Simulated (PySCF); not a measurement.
**Selenium: the same states on changed settings**

The task here is to estimate one member of a computed series from the others.

The numbers are computed with PySCF 2.14.0 (unrestricted determinants in a Gaussian basis, no spin-orbit coupling in the energies), except any that are marked as measured or tabulated.

## What is computed

| Item | Value |
| --- | --- |
| Element | selenium (Z = 34) |
| Basis | STO-3G (4s3p1d, 18 functions) |
| Hamiltonian | no relativity, point nucleus |
| State 1 | Se²⁺: [Ar] 3d10 4s2 4p2, high-spin 3P determinant |
| State 2 | Se³⁺: [Ar] 3d10 4s2 4p1, 2P determinant |
| Methods | UHF, LDA, M06-L, MP2, CCSD(T) |
| Core shells frozen in the correlated runs | valence: [Ar] 3d10 (for Se²⁺) |

The outer shells:

Se2+ [Ar] 3d10 4s2 4p2
```
[Ar] core
3d [↑↓][↑↓][↑↓][↑↓][↑↓]
4s [↑↓]
4p [↑ ][↑ ][  ]
```

Se3+ [Ar] 3d10 4s2 4p1
```
[Ar] core
3d [↑↓][↑↓][↑↓][↑↓][↑↓]
4s [↑↓]
4p [↑ ][  ][  ]
```

The sound run (x2c-TZVPall, the spin-free X2C one-electron Hamiltonian (Gaussian nucleus), symmetry-adapted start, fine grid, valence correlation) gave:

```csv
species,method,energy (hartree)
Se²⁺,UHF,-2426.98624
Se²⁺,LDA,-2425.06877
Se²⁺,M06-L,-2428.59075
Se²⁺,MP2 (valence),-2427.04301
Se²⁺,CCSD(T) (valence),-2427.06016
Se³⁺,UHF,-2425.84731
Se³⁺,LDA,-2423.90178
Se³⁺,M06-L,-2427.43993
Se³⁺,MP2 (valence),-2425.88968
Se³⁺,CCSD(T) (valence),-2425.90479
```

One driver process ran all states and methods and kept the integrals in memory. Each run is shown as a PySCF script that sums up its settings (the driver passes frozen orbitals as a list and adds second-order terms of double hybrids); the logs are those of the runs themselves. The driver starts from symmetry-adapted Hartree-Fock orbitals, holds the occupation by maximum overlap and uses a logarithmic radial grid for functionals, so a plain start would take other cycles.

The first run:

It was started by

```
OMP_NUM_THREADS=1 python atomrun2.py TASK.json OUT
```

Input file input.py:

```python
from pyscf import gto, scf, dft, mp, cc
import basis_set_exchange as bse
mol = gto.M(atom="Se 0 0 0", charge=2, spin=2, symmetry="D2h",
            basis=gto.basis.parse(bse.get_basis("STO-3G", elements=["Se"], fmt="nwchem", header=False)))
mf = scf.UHF(mol)
mf.irrep_nelec = {'Ag': (6, 6), 'B1g': (1, 1), 'B2g': (1, 1), 'B3g': (1, 1), 'B1u': (3, 2), 'B2u': (3, 2), 'B3u': (2, 2)}
mf.kernel()
```

Among the steps run: Changed run, Se²⁺: the ladder of methods; Changed run, Se³⁺.

One of the session's tables, all rows but one given; the rest of the session is left out.

Ionisation energy of Se²⁺:

```
 method  sound run (eV)
    UHF          30.992
    LDA          31.755
  M06-L               ?
    MP2          31.384
SCS-MP2          31.307
   CCSD          31.417
CCSD(T)          31.439
```

Estimate the missing values for M06-L.

**Answer.** sound run (eV): 31.315. In the column «sound run (eV)» it lies between SCS-MP2 (31.307) and MP2 (31.384).
